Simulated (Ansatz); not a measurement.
# Ni: the cost of one run

Program: Ansatz 0.2.0 through its Python package. Level of theory: DFT PBEsol, plane waves, PAW. These are calculated values, not measurements.

This is Ni in the hcp structure; at room conditions it is fcc.

## Step 1: The system

The structure is hexagonal, space group P6_3/mmc (No. 194). The conventional cell has a = 2.448 Å, b = 2.448 Å, c = 4.073 Å, α = 90.00°, β = 90.00°, γ = 120.00°. Ni (site symmetry -6m2) has 12 Ni at 2.45 to 2.48 Å in its first shell of neighbours.

No structure file is read: the coordinates are typed or built in the script.

## Step 2: The script

The input, eos.py:

```python
'''Bulk modulus of Ni from an E(V) curve.'''

import ansatz as az
import numpy as np
from pymatgen.analysis.eos import EOS

VECTORS = np.array([
    [2.44802, 0.0, 0.0],
    [-1.22401, 2.12005, 0.0],
    [0.0, 0.0, 4.07281],
])
SITES = [
    ('Ni', [1 / 3, 2 / 3, 0.25], 1.0),
    ('Ni', [2 / 3, 1 / 3, 0.75], -1.0),
]


def build(cell):
    crystal = az.Crystal(lattice=az.Lattice.of(cell))
    for symbol, position, moment in SITES:
        crystal = crystal.atom(symbol, position, moment=moment or None)
    return crystal


def main() -> None:
    # scale the volume, keep shape and fractions
    volumes, energies = [], []
    for scale in np.linspace(0.9, 1.1, 9):
        cell = VECTORS * scale ** (1 / 3)
        setup = (
            build(cell).calculation()
            .functional('pbesol')
            .spin(az.SpinTreatment.COLLINEAR)
            .occupations('fermi_dirac', width=0.1)
            .basis(500)
            .kpoints(16, 16, 8)
        )
        summary = setup.run(threads=1, pin='off').report
        volumes.append(abs(np.linalg.det(cell)) / len(SITES))
        energies.append(summary['free_energy_ev'] / len(SITES))
        print(f'V = {volumes[-1]:8.4f} A^3/atom  F = {energies[-1]:.5f} eV/atom')

    for form in ['pourier_tarantola']:
        fit = EOS(eos_name=form).fit(volumes, energies)
        print(f'{form:18s} V0 {fit.v0:8.4f} A^3/atom  B0 {fit.b0_GPa:7.1f} GPa  B1 {fit.b1:5.2f}')


if __name__ == '__main__':
    main()
```

## Step 3: Running it

The run is started by

```
$ python eos.py
```

Q: Estimate wall time and peak memory on 1 thread of AMD EPYC 9R45 (Zen 5), shared host.

About 93 s, with a peak of 0.67 GiB.
